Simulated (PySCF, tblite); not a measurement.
**CH5AlGeO3, a small gas-phase stand-in for a defect centre: NMR shifts, core binding energies and electronic excitations, part 1 of 2**

Aim: the NMR shifts, core binding energies and electronic excitations of `[CH3][Ge][O][Al]([OH])[OH]`. It is drawn as: twofold Ge.

Computed with tblite 0.8.0 and PySCF 2.14.0; each step states its level. No surroundings beyond the atoms listed, unless a continuum is named. Atoms count from 0, parts from 1.

## Step 1: Starting point

11 atoms, charge 0, multiplicity 1; geometry: distance geometry start.

## Step 2: Geometry optimisation with GFN2-xTB

What the job is given:

```
{"job": {"kind": "relax", "xc": "GFN2-xTB", "basis": "xTB"}, "charge": 0, "multiplicity": 1}
Ge    -1.042571     0.912676    -0.368169
C     -2.935489     0.825627     0.013616
O      0.740506     0.745871    -0.892267
Al     1.390253    -0.649333    -1.996905
O      1.045891    -2.370744    -1.384282
O      1.308325    -0.374027    -3.821128
H     -3.120803     1.260420     0.928177
H     -3.236052    -0.180822     0.053528
H     -3.466213     1.292401    -0.702731
H      0.162740    -2.823249    -1.361114
H      0.499143    -0.388585    -4.356655
```

Method: GFN2-xTB geometry optimisation, gas phase.

Started as:

```console
$ OMP_NUM_THREADS=1 python cluster_run.py task.json out
```

This one command runs all jobs of the session in turn.

What it wrote:

```text
step      E/eV     max force
  0    -543.00984    4.673
  1    -543.91228    3.847
  2    -545.09759    2.367
  3    -545.47215    1.475
  4    -545.58549    1.195
  5    -545.82030    1.358
  6    -545.93229    1.272
  7    -546.08138    0.926
  8    -546.13637    0.914
  9    -546.31770    1.170
 10    -546.44552    1.258
 11    -546.59082    1.223
 12    -546.69514    0.848
 13    -546.75650    0.734
 14    -546.80095    0.776
 15    -546.85961    0.700
 16    -546.88933    0.474
 17    -546.91083    0.644
 18    -546.93776    0.660
 19    -546.96171    0.459
 20    -546.97794    0.484
 21    -546.99192    0.420
 22    -547.00238    0.279
 23    -547.00608    0.175
 24    -547.00939    0.208
 25    -547.01311    0.225
 26    -547.02051    0.406
 27    -547.03087    0.508
 28    -547.04168    0.364
 29    -547.04831    0.285
 30    -547.05102    0.234
 31    -547.05408    0.221
 32    -547.05696    0.271
 33    -547.05985    0.189
 34    -547.06101    0.120
 35    -547.06189    0.062
 36    -547.06236    0.062
 37    -547.06287    0.119
 38    -547.06333    0.058
 39    -547.06376    0.055
 40    -547.06397    0.038
 41    -547.06410    0.031
 42    -547.06440    0.039
 43    -547.06481    0.053
 44    -547.06529    0.058
 45    -547.06559    0.053
 46    -547.06577    0.043
 47    -547.06594    0.040
 48    -547.06613    0.049
 49    -547.06632    0.030
 50    -547.06645    0.031
 51    -547.06653    0.031
 52    -547.06662    0.041
 53    -547.06680    0.067
 54    -547.06710    0.085
 55    -547.06751    0.087
 56    -547.06791    0.062
 57    -547.06825    0.048
 58    -547.06862    0.056
 59    -547.06945    0.100
 60    -547.07051    0.368
 61    -547.07297    0.212
 62    -547.07601    0.286
 63    -547.07838    0.258
 64    -547.07987    0.253
 65    -547.08202    0.225
 66    -547.08446    0.157
 67    -547.08756    0.212
 68    -547.08869    0.086
 69    -547.08944    0.173
 70    -547.09050    0.167
 71    -547.09262    0.135
 72    -547.09413    0.086
 73    -547.09550    0.071
 74    -547.09623    0.112
 75    -547.09667    0.109
 76    -547.09768    0.127
 77    -547.09903    0.173
 78    -547.10191    0.095
 79    -547.10256    0.055
 80    -547.10287    0.034
 81    -547.10300    0.012
 82    -547.10303    0.029
 83    -547.10306    0.035
 84    -547.10311    0.038
 85    -547.10317    0.036
 86    -547.10326    0.029
 87    -547.10334    0.033
 88    -547.10341    0.026
 89    -547.10344    0.023
 90    -547.10346    0.026
 91    -547.10349    0.023
 92    -547.10353    0.019
 93    -547.10360    0.022
 94    -547.10369    0.028
 95    -547.10379    0.028
 96    -547.10389    0.024
 97    -547.10399    0.021
 98    -547.10407    0.025
 99    -547.10414    0.029
100    -547.10421    0.033
101    -547.10429    0.028
102    -547.10438    0.033
103    -547.10445    0.038
104    -547.10451    0.034
105    -547.10458    0.023
106    -547.10466    0.025
107    -547.10475    0.025
108    -547.10484    0.035
109    -547.10493    0.042
110    -547.10502    0.039
111    -547.10511    0.031
112    -547.10523    0.035
113    -547.10542    0.053
114    -547.10573    0.071
115    -547.10615    0.086
116    -547.10664    0.072
117    -547.10709    0.042
118    -547.10720    0.019
119    -547.10724    0.041
120    -547.10733    0.021
121    -547.10745    0.012
122    -547.10752    0.018
123    -547.10755    0.018
124    -547.10757    0.012
125    -547.10758    0.011
126    -547.10760    0.013
127    -547.10763    0.018
128    -547.10767    0.017
129    -547.10771    0.020
130    -547.10777    0.024
131    -547.10786    0.040
132    -547.10798    0.065
133    -547.10774    0.097
134    -547.10820    0.045
135    -547.10834    0.046
136    -547.10846    0.119
137    -547.10897    0.044
138    -547.10914    0.049
139    -547.10921    0.072
140    -547.10948    0.037
141    -547.10955    0.026
142    -547.10963    0.016
143    -547.10965    0.017
144    -547.10967    0.012
145    -547.10967    0.009
146    -547.10968    0.006
```

Wall time 1.9 s (1 thread of Arm Neoverse V1, shared host).

Relaxation path:

| step | energy from step 0 (eV) | largest force (eV/Å) |
| --- | --- | --- |
| 0 | 0.0000 | 4.6735 |
| 6 | -2.9224 | 1.2718 |
| 12 | -3.6853 | 0.8479 |
| 18 | -3.9279 | 0.6604 |
| 24 | -3.9995 | 0.2078 |
| 30 | -4.0412 | 0.2342 |
| 36 | -4.0525 | 0.0622 |
| 42 | -4.0546 | 0.0390 |
| 48 | -4.0563 | 0.0490 |
| 54 | -4.0573 | 0.0853 |
| 60 | -4.0607 | 0.3675 |
| 66 | -4.0746 | 0.1570 |
| 72 | -4.0843 | 0.0856 |
| 78 | -4.0921 | 0.0942 |
| 84 | -4.0933 | 0.0371 |
| 90 | -4.0936 | 0.0262 |
| 96 | -4.0940 | 0.0243 |
| 102 | -4.0945 | 0.0331 |
| 108 | -4.0950 | 0.0346 |
| 114 | -4.0959 | 0.0707 |
| 120 | -4.0975 | 0.0212 |
| 126 | -4.0978 | 0.0137 |
| 132 | -4.0981 | 0.0657 |
| 138 | -4.0993 | 0.0484 |
| 144 | -4.0998 | 0.0121 |
| 146 | -4.0998 | 0.0070 |

Close pairs (by a distance rule), those that changed most:

| bond | before (Å) | after (Å) | change (Å) |
| --- | --- | --- | --- |
| O2–Al3 | 1.894 | 1.674 | -0.220 |
| Al3–O4 | 1.859 | 1.660 | -0.200 |
| Al3–O5 | 1.847 | 1.655 | -0.192 |
| Ge0–C1 | 1.933 | 2.048 | +0.115 |
| Ge0–O2 | 1.866 | 1.763 | -0.103 |
| C1–H8 | 1.006 | 1.090 | +0.084 |
| C1–H6 | 1.029 | 1.090 | +0.060 |
| O4–H9 | 0.993 | 0.947 | -0.046 |

## Step 3: Geometry optimisation at PBE0-D3(BJ)/def2-SVP

What the job is given:

```
{"job": {"xc": "PBE0", "basis": "def2-SVP", "d3": "d3bj", "grid": 2, "kind": "geom", "shake": 0.01}, "charge": 0, "multiplicity": 1}
Ge     0.081157     1.403437     1.672076
C     -1.900987     1.066535     1.175756
O      0.783485     0.318606     0.506490
Al     1.342184    -0.634335    -0.765585
O      1.775657    -2.221349    -0.564523
O      1.317204     0.079099    -2.258581
H     -2.589063     1.680883     1.742850
H     -2.120147     0.027177     1.351436
H     -2.044895     1.271926     0.134729
H      1.861068    -2.851644     0.153491
H      1.527024    -0.168836    -3.137841
```

What it wrote:

```text
step   0  E = -2585.18739375  max force = 0.027177
step   1  E = -2585.19334448  max force = 0.006902
step   2  E = -2585.19366338  max force = 0.002425
step   3  E = -2585.19373073  max force = 0.001247
step   4  E = -2585.19375965  max force = 0.001342
step   5  E = -2585.19378290  max force = 0.000902
step   6  E = -2585.19378907  max force = 0.000455
step   7  E = -2585.19379411  max force = 0.000756
step   8  E = -2585.19379374  max force = 0.000988
step   9  E = -2585.19379786  max force = 0.000799
step  10  E = -2585.19380121  max force = 0.000369
optimisation converged
```

Run time: 2.3 min. Hardware: 1 thread of Arm Neoverse V1, shared host; peak memory 0.67 GiB.

Along the way:

| step | energy from step 0 (eV) | largest force component (eV/Å) |
| --- | --- | --- |
| 0 | 0.0000 | 1.3975 |
| 1 | -0.1619 | 0.3549 |
| 2 | -0.1706 | 0.1247 |
| 3 | -0.1724 | 0.0641 |
| 4 | -0.1732 | 0.0690 |
| 5 | -0.1739 | 0.0464 |
| 6 | -0.1740 | 0.0234 |
| 7 | -0.1742 | 0.0389 |
| 8 | -0.1742 | 0.0508 |
| 9 | -0.1743 | 0.0411 |
| 10 | -0.1744 | 0.0190 |

Close pairs (by a distance rule), those that changed most:

| bond | before (Å) | after (Å) | change (Å) |
| --- | --- | --- | --- |
| Ge0–C1 | 2.071 | 1.998 | -0.072 |
| Al3–O5 | 1.655 | 1.696 | +0.041 |
| Al3–O4 | 1.657 | 1.698 | +0.040 |
| Ge0–O2 | 1.740 | 1.775 | +0.035 |
| C1–H8 | 1.071 | 1.104 | +0.033 |
| C1–H7 | 1.077 | 1.104 | +0.028 |
| O5–H10 | 0.937 | 0.958 | +0.021 |
| C1–H6 | 1.083 | 1.101 | +0.018 |

The next job starts from the end point, and lists it.

| at the end point | value |
| --- | --- |
| point group (found at 0.08 Å tolerance) | C1 |
| rotational constants (GHz, main isotopes) | 3.816, 0.800, 0.766 |
| dipole moment (D) | 1.25 |

## Step 4: Nuclear shieldings: PBE0/pcSseg-1

What the job is given:

```
{"job": {"kind": "nmr", "xc": "PBE0", "basis": "pcSseg-1"}, "charge": 0, "multiplicity": 1}
Ge     0.074654     1.421484     1.718567
C     -1.824534     1.065597     1.208433
O      0.803018     0.252050     0.598746
Al     1.256457    -0.609748    -0.782502
O      1.699828    -2.247535    -0.726982
O      1.283857     0.185984    -2.279628
H     -2.548067     1.676480     1.769545
H     -2.045537    -0.001858     1.385135
H     -1.956754     1.251781     0.128372
H      1.738755    -2.766924     0.076983
H      1.552134    -0.255918    -3.086564
```

With the program's defaults for keys left out, this is: GIAO PBE0/pcSseg-1 NMR shielding, non-relativistic, gas phase.

What it wrote:

```text
coarse grid: 46848 points
cycle   1  E = -2585.1009636813  dE = -1.945e-01  |g| = 1.590e+00  |ddm| = 3.216e+00
cycle   2  E = -2584.0633285119  dE =  1.038e+00  |g| = 2.699e+00  |ddm| = 2.346e+00
cycle   3  E = -2585.4221481253  dE = -1.359e+00  |g| = 5.401e-01  |ddm| = 1.814e+00
cycle   4  E = -2585.4761200696  dE = -5.397e-02  |g| = 1.630e-01  |ddm| = 4.053e-01
cycle   5  E = -2585.4806419335  dE = -4.522e-03  |g| = 4.238e-02  |ddm| = 1.301e-01
cycle   6  E = -2585.4809003844  dE = -2.585e-04  |g| = 1.158e-02  |ddm| = 2.741e-02
cycle   7  E = -2585.4809227250  dE = -2.234e-05  |g| = 3.206e-03  |ddm| = 1.156e-02
cycle   8  E = -2585.4809251719  dE = -2.447e-06  |g| = 5.773e-04  |ddm| = 3.265e-03
final grid: 96624 points
cycle   9  E = -2585.4809406710  dE =  1.391e-08  |g| = 7.350e-04  |ddm| = 1.031e-03
cycle  10  E = -2585.4809405521  dE =  1.189e-07  |g| = 1.095e-03  |ddm| = 1.017e-03
cycle  11  E = -2585.4809407627  dE = -2.106e-07  |g| = 9.067e-05  |ddm| = 6.172e-04
cycle  12  E = -2585.4809407638  dE = -1.088e-09  |g| = 1.094e-05  |ddm| = 5.296e-05
cycle  13  E = -2585.4809407638  dE = -2.547e-11  |g| = 4.268e-06  |ddm| = 1.157e-05
converged SCF energy = -2585.4809407638

GIAO shielding tensors (ppm)
atom      isotropic    diamagn.    paramagn.     s11        s22        s33       span
  0 Ge     380.227    2752.303   -2372.076  -1302.581   1048.168   1395.093   2697.674
  1 C      142.919     254.841    -111.922     93.716    141.888    193.155     99.439
  2 O       66.838     404.764    -337.927   -156.876     39.220    318.169    475.045
  3 Al     476.365     797.084    -320.719    424.405    494.409    510.282     85.878
  4 O      324.585     389.808     -65.224    305.563    309.132    359.059     53.496
  5 O      333.110     387.524     -54.414    314.543    319.435    365.353     50.811
  6 H       29.464      29.200       0.264     27.171     28.169     33.051      5.879
  7 H       31.046      31.841      -0.795     27.303     30.306     35.529      8.225
  8 H       30.844      32.032      -1.188     27.058     30.325     35.149      8.091
  9 H       29.979      32.099      -2.119     21.925     23.890     44.124     22.199
 10 H       30.123      30.476      -0.353     21.739     23.984     44.646     22.907
```

It took 38 s on 1 thread of Arm Neoverse V1, shared host; peak memory 0.87 GiB.

Shifts follow as δ = σ(reference) − σ, with reference shieldings (ppm) from runs at the same level and on the same kind of geometry: 1H TMS 31.27, 13C TMS 184.4, 17O H2O 334.6, 73Ge GeMe4 1330, 27Al AlH4- 489.3. The references are single molecules in the gas phase, so shifts against H2O, NH3, PH3, H3PO4 or CFCl3 are not on the usual liquid scales and can be off by tens of ppm. Shifts against hydride references such as AlH4− lie on their own scale.

| atoms | environment | σ (ppm) | δ (ppm) |
| --- | --- | --- | --- |
| C1 | carbon bonded to Ge, 3 H | 142.9 | 41.5 |
| H6 | hydrogen on a carbon bonded to Ge | 29.46 | 1.80 |
| H9 | hydrogen on an oxygen bonded to Al | 29.98 | 1.29 |
| H10 | hydrogen on an oxygen bonded to Al | 30.12 | 1.14 |
| H8 | hydrogen on a carbon bonded to Ge | 30.84 | 0.42 |
| H7 | hydrogen on a carbon bonded to Ge | 31.05 | 0.22 |
| Ge0 | germanium bonded to C, O | 380 | 950 |
| O2 | oxygen bonded to Al, Ge | 66.8 | 267.7 |
| O4 | oxygen bonded to Al, H | 324.6 | 10.0 |
| O5 | oxygen bonded to Al, H | 333.1 | 1.5 |
| Al3 | aluminium bonded to 3 O | 476.4 | 12.9 |

Charges from the same density, by scheme (e):

| atoms | Mulliken | IAO | Hirshfeld | ESP fit |
| --- | --- | --- | --- | --- |
| Ge0 | 0.70 | 0.68 | 0.34 | -0.06 |
| C1 | -0.63 | -0.70 | -0.24 | 0.65 |
| O2 | -0.94 | -0.84 | -0.41 | -0.43 |
| Al3 | 1.27 | 1.35 | 0.69 | 1.16 |
| O4 | -0.66 | -0.83 | -0.40 | -0.86 |
| O5 | -0.66 | -0.82 | -0.40 | -0.77 |

Mayer bond orders: Ge0–C1 0.94, Ge0–O2 0.82, O2–Al3 0.86, Al3–O4 0.97, Al3–O5 0.97.

The fields below are evaluated on a grid from the run's orbitals.

Frontier orbitals at PBE0/pcSseg-1, with the share of their density that lies nearest to each atom:

| orbital | energy (eV) | lies on |
| --- | --- | --- |
| HOMO | -6.34 | Ge0 55 %; C1 22 %; O2 11 % |
| LUMO | -1.90 | Ge0 78 %; O2 10 % |

ELF in a plane through or near 6 of the atoms.

Ten even steps from ' ' (0.00) to '@' (1.00):
```
                                                        
                                                        
                                                        
              ..==::                                    
            ::%%%%%%==                                  
            --%%@@@@++                                  
          ==**##%%##--..          ::++==..              
        ..**%%==++##**::  ....    ++%%%%--              
        ..**%%##**%%++....--::    ##@@%%++--++--        
          ::--====....  ..++::  ..++++..**@@@@@@--      
                    ::    ==..  ..++====##@@@@@@==      
              ::++**++--        ++@@@@%%**%%@@%%..      
          ..++**##%%%%**::      ##@@@@@@==::==..        
          ##%%@@%%##%%##--      **@@@@%%::              
          %%%%@@####%%##--        ::==..                
          ::****----++==..                              
                    ..                                  
                                                        
                                                        
                                                        
```
The map spans 12.2 Å across and 9.4 Å up, centred on the molecule. Atoms in the plane (x, y in Å): C1 (2.4, -0.1), O4 (-2.6, 1.2), H6 (3.5, -0.1), H8 (2.0, -1.0), H9 (-2.5, 2.1), H10 (-2.9, -1.9).

On the surface of density 0.002 e/bohr³ the electrostatic potential runs, from the 1st to the 99th percentile, from -1.55 V near O5 to 2.86 V near Al3.

## Step 5: Core holes by ΔSCF: SCAN, X2C

The job, as its differences from that of step 4:

```diff
@@ -1,2 +1,2 @@
-{"job": {"kind": "nmr", "xc": "PBE0", "basis": "pcSseg-1"}, "charge": 0, "multiplicity": 1}
+{"job": {"kind": "xps", "holes": 5}, "charge": 0, "multiplicity": 1}
 Ge     0.074654     1.421484     1.718567
```

Method: delta-SCF UKS SCAN, pcX-2 on the ionised atom, pcseg-1 elsewhere, spin-free X2C.

What it wrote:

```text
ground state, core basis on atom 1 (C), 157 functions
  cycle   1  E = -2603.38976519  |g| = 1.35e+00
  cycle   2  E = -2601.50931306  |g| = 3.06e+00
  cycle   3  E = -2603.65298877  |g| = 6.53e-01
  cycle   4  E = -2603.74884044  |g| = 1.56e-01
  cycle   5  E = -2603.75338831  |g| = 5.49e-02
  cycle   6  E = -2603.75425111  |g| = 1.56e-02
  cycle   7  E = -2603.75430129  |g| = 6.74e-03
  cycle   8  E = -2603.75431297  |g| = 1.23e-03
  cycle   9  E = -2603.75430769  |g| = 7.44e-04
  cycle  10  E = -2603.75431105  |g| = 1.69e-04
  E(ground) = -2603.93093046 Eh
hole in C 1s of atom 1
  cycle   1  E = -2592.53080032  |g| = 1.51e+00
  cycle   2  E = -2591.87519890  |g| = 1.79e+00
  cycle   3  E = -2593.04351620  |g| = 3.97e-01
  cycle   4  E = -2592.99378189  |g| = 5.21e-01
  cycle   5  E = -2593.10776827  |g| = 6.45e-02
  cycle   6  E = -2593.10942288  |g| = 2.00e-02
  cycle   7  E = -2593.10951673  |g| = 1.44e-02
  cycle   8  E = -2593.10959768  |g| = 2.72e-03
  cycle   9  E = -2593.10960008  |g| = 1.32e-03
  cycle  10  E = -2593.10959957  |g| = 8.98e-04
  cycle  11  E = -2593.10960171  |g| = 2.02e-04
  E(ion) = -2593.28561598 Eh   <S^2> = 0.7683   hole on atom = 1.000   binding energy = 289.674 eV
ground state, core basis on atom 2 (O), 157 functions
  cycle   1  E = -2603.78751306  |g| = 1.22e-01
  cycle   2  E = -2603.77952984  |g| = 2.20e-01
  cycle   3  E = -2603.78828644  |g| = 5.16e-02
  cycle   4  E = -2603.78878567  |g| = 7.57e-03
  cycle   5  E = -2603.78879960  |g| = 1.37e-03
  cycle   6  E = -2603.78879371  |g| = 4.14e-04
  E(ground) = -2603.96160330 Eh
hole in O 1s of atom 2
  cycle   1  E = -2583.20647223  |g| = 2.24e+00
  cycle   2  E = -2582.67749192  |g| = 2.26e+00
  cycle   3  E = -2583.98526677  |g| = 4.65e-01
  cycle   4  E = -2583.99463721  |g| = 3.95e-01
  cycle   5  E = -2584.05804306  |g| = 7.38e-02
  cycle   6  E = -2584.05952539  |g| = 3.81e-02
  cycle   7  E = -2584.06018685  |g| = 9.40e-03
  cycle   8  E = -2584.06022102  |g| = 3.78e-03
  cycle   9  E = -2584.06022742  |g| = 1.64e-03
  cycle  10  E = -2584.06022805  |g| = 3.04e-04
  E(ion) = -2584.23429526 Eh   <S^2> = 0.7639   hole on atom = 1.000   binding energy = 536.807 eV
ground state, core basis on atom 3 (Al), 168 functions
  cycle   1  E = -2603.83828140  |g| = 2.71e-01
  cycle   2  E = -2603.82697404  |g| = 2.73e-01
  cycle   3  E = -2603.83274859  |g| = 2.03e-01
  cycle   4  E = -2603.84115561  |g| = 2.90e-02
  cycle   5  E = -2603.84132397  |g| = 6.39e-03
  cycle   6  E = -2603.84133316  |g| = 1.67e-03
  cycle   7  E = -2603.84133247  |g| = 5.14e-04
  cycle   8  E = -2603.84133419  |g| = 1.69e-04
  E(ground) = -2603.98096958 Eh
hole in Al 2p of atom 3
  cycle   1  E = -2600.59346622  |g| = 1.08e+00
  cycle   2  E = -2599.63823821  |g| = 1.30e+00
  cycle   3  E = -2600.59453639  |g| = 6.26e-01
  cycle   4  E = -2600.82441389  |g| = 2.44e-01
  cycle   5  E = -2600.83832338  |g| = 2.13e-01
  cycle   6  E = -2600.85649871  |g| = 3.98e-02
  cycle   7  E = -2600.85689028  |g| = 2.69e-02
  cycle   8  E = -2600.85721984  |g| = 6.13e-03
  cycle   9  E = -2600.85723114  |g| = 2.84e-03
  cycle  10  E = -2600.85723428  |g| = 1.13e-03
  cycle  11  E = -2600.85723504  |g| = 5.59e-04
  cycle  12  E = -2600.85723513  |g| = 2.42e-04
  E(ion) = -2601.00358718 Eh   <S^2> = 0.7550   hole on atom = 1.004   binding energy = 81.019 eV
  2p3/2 = 80.628 eV   2p1/2 = 81.144 eV
ground state, core basis on atom 4 (O), 157 functions
  cycle   1  E = -2603.78631406  |g| = 1.02e-01
  cycle   2  E = -2603.78543101  |g| = 8.40e-02
  cycle   3  E = -2603.78598081  |g| = 6.26e-02
  cycle   4  E = -2603.78666354  |g| = 9.73e-03
  cycle   5  E = -2603.78668470  |g| = 2.08e-03
  cycle   6  E = -2603.78668708  |g| = 3.44e-04
  E(ground) = -2603.96014392 Eh
hole in O 1s of atom 4
  cycle   1  E = -2583.20159442  |g| = 2.22e+00
  cycle   2  E = -2581.36732423  |g| = 2.46e+00
  cycle   3  E = -2583.74744672  |g| = 7.06e-01
  cycle   4  E = -2583.95083883  |g| = 3.61e-01
  cycle   5  E = -2583.98965099  |g| = 2.30e-01
  cycle   6  E = -2584.00896101  |g| = 8.55e-02
  cycle   7  E = -2584.01160055  |g| = 3.23e-02
  cycle   8  E = -2584.01202343  |g| = 9.07e-03
  cycle   9  E = -2584.01205837  |g| = 3.72e-03
  cycle  10  E = -2584.01206311  |g| = 1.02e-03
  cycle  11  E = -2584.01206343  |g| = 2.65e-04
  E(ion) = -2584.18693644 Eh   <S^2> = 0.7616   hole on atom = 1.000   binding energy = 538.056 eV
ground state, core basis on atom 5 (O), 157 functions
  cycle   1  E = -2603.78624853  |g| = 1.17e-01
  cycle   2  E = -2603.78363289  |g| = 1.40e-01
  cycle   3  E = -2603.78684360  |g| = 4.73e-02
  cycle   4  E = -2603.78723556  |g| = 1.14e-02
  cycle   5  E = -2603.78725642  |g| = 3.62e-03
  cycle   6  E = -2603.78725918  |g| = 1.03e-03
  cycle   7  E = -2603.78725932  |g| = 1.23e-04
  E(ground) = -2603.96049396 Eh
hole in O 1s of atom 5
  cycle   1  E = -2583.20402365  |g| = 2.22e+00
  cycle   2  E = -2581.43862885  |g| = 2.43e+00
  cycle   3  E = -2583.77707776  |g| = 6.66e-01
  cycle   4  E = -2583.97862762  |g| = 2.53e-01
  cycle   5  E = -2584.00430450  |g| = 1.25e-01
  cycle   6  E = -2584.01201150  |g| = 4.43e-02
  cycle   7  E = -2584.01292264  |g| = 1.79e-02
  cycle   8  E = -2584.01303434  |g| = 8.42e-03
  cycle   9  E = -2584.01307194  |g| = 1.66e-03
  cycle  10  E = -2584.01307225  |g| = 1.10e-03
  cycle  11  E = -2584.01307300  |g| = 3.44e-04
  E(ion) = -2584.18750120 Eh   <S^2> = 0.7614   hole on atom = 1.000   binding energy = 538.051 eV
```

Wall time 40 s (1 thread of Arm Neoverse V1, shared host); peak memory 0.56 GiB.

Binding energies by hole, beside the orbital energy of the ground state; the difference holds orbital relaxation and, for a density functional, its self-interaction error:

| hole | stands for | environment | ΔSCF (eV; 2p as the shell's mean) | −ε (eV) | ⟨S²⟩ |
| --- | --- | --- | --- | --- | --- |
| C1s on C1 | C1 | carbon bonded to Ge, 3 H | 289.67 | 273.1 | 0.768 |
| O1s on O2 | O2 | oxygen bonded to Al, Ge | 536.81 | 516.0 | 0.764 |
| Al2p on Al3 | Al3 | aluminium bonded to 3 O | 80.80 | 70.6 | 0.755 |
| O1s on O4 | O4 | oxygen bonded to Al, H | 538.06 | 516.1 | 0.762 |
| O1s on O5 | O5 | oxygen bonded to Al, H | 538.05 | 516.1 | 0.761 |

With the spin-orbit splitting: Al3 2p3/2 80.63, 2p1/2 81.14 eV. The table gives each 2p level as the mean over the whole 2p shell (two parts 2p3/2, one part 2p1/2), which differs a little from the single hole in the log.

(Continued in part 2 of 2.)
